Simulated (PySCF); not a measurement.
# The bond of BeGa, level by level

One table from this session's results is given with a row withheld; the runs are named, their logs left out.

Computed with PySCF 2.14.0. Level: Be def2-SVPD, Ga def2-SVPD, no relativity.

1 further run of the same task is left out (it didn't finish).

The first run:

Settings of the job:

```yaml
atoms: Be, Ga
charge: 0
basis: Be def2-SVPD, Ga def2-SVPD
Hamiltonian: no relativity
basis_functions: 50
electrons_treated: 35
masses_in_u: 9.0122, 68.9256
levels: PBE0, PBE, revPBE, r²SCANh, MN15, HF, MP2, SCS-MP2, CCSD, CCSD(T)
grid: 80 radial by 434 angular points
occupations: held fixed by the projection of orbital angular momentum
dissociation_limit: Be + Ga, each in its ground configuration
starting_distance_in_angstrom: 2.165
values_of_2S_to_try: 1, 3
```

Run with:

```bash
> OMP_NUM_THREADS=1 python dia.py task.json out
```

Steps of the session up to this table: The job; The PBE0 curve of the state that the search chose; Excited determinants; PBE (GGA); revPBE; r²SCANh (hybrid meta-GGA); MN15 (hybrid meta-GGA); UHF (mean field); Adding correlation.

One table of the session follows, with a row left open; its other results are not shown here.

Energy (eV) from each level's lowest point:

| R (Å) | UHF | UHF-MP2 | UHF-SCS-MP2 | UHF-CCSD | UHF-CCSD(T) |
| --- | --- | --- | --- | --- | --- |
| 2.074 | 0.602 | 0.409 | 0.432 | n/a | n/a |
| 2.170 | 0.363 | 0.196 | 0.216 | 0.251 | 0.218 |
| 2.266 | 0.212 | 0.071 | 0.087 | 0.119 | 0.092 |
| 2.339 | ? | ? | ? | ? | ? |
| 2.411 | 0.091 | 0.000 | 0.006 | 0.023 | 0.010 |
| 2.483 | 0.059 | 0.000 | 0.000 | 0.005 | 0.000 |
| 2.580 | 0.034 | 0.022 | 0.012 | 0.000 | 0.006 |
| 2.700 | 0.016 | 0.065 | 0.041 | 0.011 | 0.032 |
| 2.845 | 0.006 | 0.119 | 0.079 | 0.034 | 0.071 |
| 3.038 | 0.000 | 0.178 | 0.121 | n/a | n/a |

Estimate the missing values for R (Å) = 2.339.

Worked estimate for «UHF». A straight line through the neighbours (2.266, 0.212) and (2.411, 0.091) gives 0.212 + (0.091 − 0.212) × (2.339 − 2.266) / (2.411 − 2.266) = 0.151; a parabola fitted to 4 rows on both sides gives 0.137.

As computed: UHF: 0.140; UHF-MP2: 0.021; UHF-SCS-MP2: 0.033; UHF-CCSD: 0.059; UHF-CCSD(T): 0.038. In «UHF» the line misses by +0.011 and the parabola by -0.003.
